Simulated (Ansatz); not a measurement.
# CH₃FO₂SW: how energies converge with the basis set

Aim: see how fast density functionals converge with the basis set for CH₃FO₂SW.

Method: one geometry, several basis sets; program: Ansatz 0.2.0, Gaussian basis.

Plan: PBE0-D4/def2-SVP; ωB97M-V/def2-SVP; PBE0-D4/def2-QZVPP; ωB97M-V/def2-QZVPP; the functionals' def2-TZVPP values are taken from earlier runs.

### Step 1. The geometry

The geometry comes from an earlier relaxation with PBE0-D4 in a triple-zeta def2 set; it is a stationary point, not always the lowest conformer. W takes the def2 core potential; no spin-orbit term is included.

9 atoms, charge 0, spin multiplicity 1.

Atoms are counted from 1 here; the program's logs count them from 0.

Bond lengths: C1–O2 1.410 Å, C1–H7 1.092 Å, C1–H8 1.091 Å, C1–H9 1.091 Å, O2–W3 1.836 Å, W3–O4 1.697 Å, W3–F5 1.857 Å, W3–S6 2.131 Å. Angles: O2–C1–H7 110.1°, O2–C1–H8 108.4°, O2–C1–H9 109.1°, H7–C1–H8 109.9°, H7–C1–H9 109.9°, H8–C1–H9 109.4°, C1–O2–W3 143.7°, O2–W3–O4 108.5°, O2–W3–F5 111.1°, O2–W3–S6 108.1°, O4–W3–F5 110.0°, O4–W3–S6 108.5°, F5–W3–S6 110.5°.

### Step 2. PBE0-D4 in def2-SVP

in.yaml

```yaml
crystal:
  periodic: [false, false, false]
  atoms:
    - {symbol: C, position_ang: [0.796165, -1.383144, -0.064367]}
    - {symbol: O, position_ang: [0.009449, -0.319909, -0.554172]}
    - {symbol: W, position_ang: [-0.794070, 1.263690, -0.085917]}
    - {symbol: O, position_ang: [-2.476765, 1.051327, -0.138800]}
    - {symbol: F, position_ang: [-0.291626, 2.635009, -1.233365]}
    - {symbol: S, position_ang: [-0.233140, 1.723367, 1.918181]}
    - {symbol: H, position_ang: [1.270935, -1.096921, 0.876767]}
    - {symbol: H, position_ang: [1.559337, -1.617118, -0.808524]}
    - {symbol: H, position_ang: [0.159717, -2.256291, 0.090199]}
basis:
  gaussian: {orbitals: def2-SVP}
hamiltonian: {xc: pbe0, dispersion: d4}
output: {orbitals: {seedname: orbitals}}
```

On the command line:

```
> ansatz run in.yaml --threads 2 --pin off --events-out ev --progress --plain --max-ram 32768MiB --backend cpu
```

Further steps of the session: ωB97M-V in def2-SVP; PBE0-D4 in def2-QZVPP; ωB97M-V in def2-QZVPP.

Before running them: what should the planned runs give, taken together? Wanted: PBE0-D4: double and triple zeta above quadruple; ωB97M-V: double and triple zeta above quadruple.

As calculated:

```
                                       quantity           value
PBE0-D4: double and triple zeta above quadruple  14.74, 0.78 eV
ωB97M-V: double and triple zeta above quadruple  14.95, 0.74 eV
```

**Reading.** For PBE0-D4 the step from double to triple zeta gains 13.96 eV and the next only 0.78 eV. Total energies overstate the basis error of differences, where much of it tends to cancel.
